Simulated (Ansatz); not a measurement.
I need a relaxation of cell and ions of SrNbO₃, space group Pm-3m. Use the Ansatz DFT code, driven from Python. Level of theory: r2SCAN, PAW, cutoff 517 eV, 5×5×5 k-points, cold smearing of 0.1 eV.

```cif
data_structure
_symmetry_space_group_name_H-M 'P 1'
_symmetry_Int_Tables_number 1
_cell_length_a 4.0697
_cell_length_b 4.0697
_cell_length_c 4.0697
_cell_angle_alpha 90.000
_cell_angle_beta 90.000
_cell_angle_gamma 90.000
_cell_volume 67.40
loop_
_atom_site_label
_atom_site_type_symbol
_atom_site_fract_x
_atom_site_fract_y
_atom_site_fract_z
_atom_site_occupancy
Sr1 Sr 0.50000 0.50000 0.50000 1
Nb1 Nb 0.00000 0.00000 0.00000 1
O1 O 0.00000 0.50000 0.00000 1
O2 O 0.00000 0.00000 0.50000 1
O3 O 0.50000 0.00000 0.00000 1
```

Script `vcrelax_srnbo3.py`:
```python
'''Relax cell and ions of SrNbO3.'''

import warnings

import ansatz as az
from ase import Atoms
from ase.io import write
from ase.neighborlist import neighbor_list
import numpy as np

def edges_and_angles(cell):
    cell = np.asarray(cell)
    a, b, c = np.linalg.norm(cell, axis=1)
    cosines = cell[1] @ cell[2] / (b * c), cell[0] @ cell[2] / (a * c), cell[0] @ cell[1] / (a * b)
    return (a, b, c, *np.degrees(np.arccos(cosines)))

warnings.simplefilter('ignore', az.DeckWarning)

structure = (
    az.Lattice.of([4.06969, 0.0, 0.0], [0.0, 4.06969, 0.0], [0.0, 0.0, 4.06969])
    .atom('Sr', [0.5, 0.5, 0.5])
    .atom('Nb', [0.0, 0.0, 0.0])
    .atom('O', [0.0, 0.5, 0.0])
    .atom('O', [0.0, 0.0, 0.5])
    .atom('O', [0.5, 0.0, 0.0])
)

# part of the cell is held
setup = (
    structure.calculation()
    .basis(19 * az.Ha)
    .kpoints(5, 5, 5)
    .functional('r2SCAN')
    .occupations('cold')
    .relax(fix_cell=['a', 'angles'])
    .density_of_states(energy_step=0.05, projected=True)
)
steps = []


def collect(event):
    if event['event'] == 'relax_step':
        steps.append(event['data'])


result = setup.session().plan().execute(on_event=collect)
r = result.report
print('step   energy (eV)     max comp. (eV/A)   P (GPa)  SCF')
for s in steps:
    print(f'{s["step"]:4d} {s["lagrangian_ev"]:15.5f} {s["allowed_force_max_ev_ang"]:12.4f} {s["pressure_gpa"]:10.3f} {s["n_scf"]:5d}')

first, last = steps[0], steps[-1]
symbols = [site.symbol for site in result.lattice.sites]
print(f'energy gained {first["lagrangian_ev"] - last["lagrangian_ev"]:.4f} eV in {len(steps) - 1} steps')
for label, vectors in (('before', first['cell_ang']), ('after', result.lattice.cell_ang)):
    print(label, 'a b c (A) {:.4f} {:.4f} {:.4f}  angles {:.2f} {:.2f} {:.2f}'.format(*edges_and_angles(vectors)), f' V = {abs(np.linalg.det(vectors)):.3f} A^3')
print('final stress xx yy zz (GPa, compression positive):', np.round(np.diag(r['stress_gpa']), 3) + 0.0)

change = np.array(last['positions_ang']) @ np.linalg.inv(last['cell_ang']) - np.array(first['positions_ang']) @ np.linalg.inv(first['cell_ang'])
moved = np.linalg.norm(change @ np.array(last['cell_ang']), axis=1)
print('displacement within the cell, strain taken out (A):', ' '.join(f'{s}:{d:.3f}' for s, d in zip(symbols, moved)))

print('relaxed fractional positions')
for site in result.lattice.sites:
    print(f'  {site.symbol:2s}', ' '.join(f'{v % 1:8.5f}' for v in np.round(site.position_frac, 5)))

final = Atoms(symbols, positions=last['positions_ang'], cell=result.lattice.cell_ang, pbc=True)
i, j, d = neighbor_list('ijd', final, 4.5)
print('neighbours within 1.15 times the shortest distance of each atom (A)')
for atom in range(len(final)):
    near = [m for m in np.argsort(d) if i[m] == atom]
    shell = [m for m in near if d[m] < 1.15 * d[near[0]]]
    print(f'{symbols[atom]}{atom} ({len(shell)}):', ', '.join(f'{symbols[j[m]]} {d[m]:.3f}' for m in shell))

relaxed = Atoms(symbols, positions=[site.position_ang for site in result.lattice.sites], cell=result.lattice.cell_ang, pbc=True)
write('relaxed.extxyz', relaxed, format='extxyz')

energy = r['free_energy_ev']
print('SrNbO3: {:.6f} eV = {:.6f} Ry = {:.6f} Ha'.format(energy, energy / 13.605693, energy / 27.211386))
print('Fermi level {:.4f} eV, {} k-points, {} symmetry operations'.format(r['fermi_energy_ev'], r['n_kpoints'], r['n_symmetry_ops']))

# first and second moments of the projected d states
dos = result.density_of_states()
energy = np.asarray(dos.energies_ev) - dos.fermi_ev
window = (energy > -10) & (energy < 4)
for index, site in enumerate(result.projected_density_of_states().sites):
    for shell in site.shells:
        if shell.l == 2:
            g = sum(np.sum(part.g_bin_mean_per_ev, axis=0) for part in shell.curves)[window]
            if g.sum() > 1e-6:
                centre = (g * energy[window]).sum() / g.sum()
                width = np.sqrt((g * (energy[window] - centre) ** 2).sum() / g.sum())
                print(f'site {index} {site.species} {shell.label}: centre {centre:.3f} eV, rms width {width:.3f} eV')
```

```console
$ python vcrelax_srnbo3.py
step   energy (eV)     max comp. (eV/A)   P (GPa)  SCF
   1     -9832.06967       0.0000     -4.063     7
   2     -9832.08644       0.0000     -0.481     7
   3     -9832.08647       0.0000     -0.729     5
   4     -9832.08574       0.0000     -0.725     7
energy gained 0.0161 eV in 3 steps
before a b c (A) 4.0697 4.0697 4.0697  angles 90.00 90.00 90.00  V = 67.404 A^3
after a b c (A) 4.0697 4.0321 4.0321  angles 90.00 90.00 90.00  V = 66.164 A^3
final stress xx yy zz (GPa, compression positive): [-2.156 -0.01  -0.01 ]
displacement within the cell, strain taken out (A): Sr:0.000 Nb:0.000 O:0.000 O:0.000 O:0.000
relaxed fractional positions
  Sr  0.50000  0.50000  0.50000
  Nb  0.00000  0.00000  0.00000
  O   0.00000  0.50000  0.00000
  O   0.00000  0.00000  0.50000
  O   0.50000  0.00000  0.00000
neighbours within 1.15 times the shortest distance of each atom (A)
Sr0 (12): O 2.851, O 2.851, O 2.851, O 2.851, O 2.864, O 2.864, O 2.864, O 2.864, O 2.864, O 2.864, O 2.864, O 2.864
Nb1 (6): O 2.016, O 2.016, O 2.016, O 2.016, O 2.035, O 2.035
O2 (2): Nb 2.016, Nb 2.016
O3 (2): Nb 2.016, Nb 2.016
O4 (2): Nb 2.035, Nb 2.035
SrNbO3: -9832.085741 eV = -722.644980 Ry = -361.322490 Ha
Fermi level 13.4876 eV, 18 k-points, 16 symmetry operations
site 1 Nb 4D: centre -1.286 eV, rms width 4.026 eV
```

File `relaxed.extxyz` afterwards:
```text
5
Lattice="4.06969 -7.63463168699831e-127 0.0 -7.63463168699831e-127 4.032098286967478 0.0 0.0 0.0 4.032098286967478" Properties=species:S:1:pos:R:3 pbc="T T T"
Sr       2.03484500       2.01604914       2.01604914
Nb      -0.00000000       0.00000000       0.00000000
O       -0.00000000       2.01604914       0.00000000
O       -0.00000000       0.00000000       2.01604914
O        2.03484500       0.00000000       0.00000000
```

Notes:
- Absolute energies stand on the zero of these potentials, so only differences at equal settings mean something. A total without «per atom» is that of the cell as typed.
- The cell holds an odd number of electrons and is run without spin, so a magnetic state may lie lower.
- Forces vanish by symmetry, so the ions can't move, and the end may be a saddle.
- Part of the cell is held or a pressure is applied, so the end point needn't be the zero-pressure lattice.
- For a metal this k-point mesh is coarse: on a finer one energies can move by several to tens of meV an atom and pressures by half a GPa or more, differences at one mesh by less.
- Only differences from the Fermi energy are physical; the zero of the scale is a convention.
- Projections exist only for the shells that the potentials hold, some of them semicore, and samples at single energies can miss narrow peaks.
- Energies along a relaxation are free energies. Rows at an unchanged volume are solved on a plane-wave basis chosen afresh for that cell, so the energy jumps there and such rows are no steps of the walk.
- The empty d shell of the heavier alkali and alkaline-earth atoms, which makes much of a conduction band, may have no channel.
- The cell relaxed to the group P4/mmm; tensors and edges are in the axes of the typed cell.
- This cell is a computed structure, which may not be the phase found in nature.
- The computed bands are complete only to about 2.1 eV above the Fermi level; beyond that the density of states is undercounted.
- A band centre counts only the states inside the window taken.
- The script silences the warnings on its input, which a real study should read.
- Finished in 6.5 s on 1 thread of AMD EPYC 9R45 96-Core Processor (Zen 5), on a shared host, peak memory 0.66 GiB.

(Lines on the test bed's own set-up are left out of the output.)
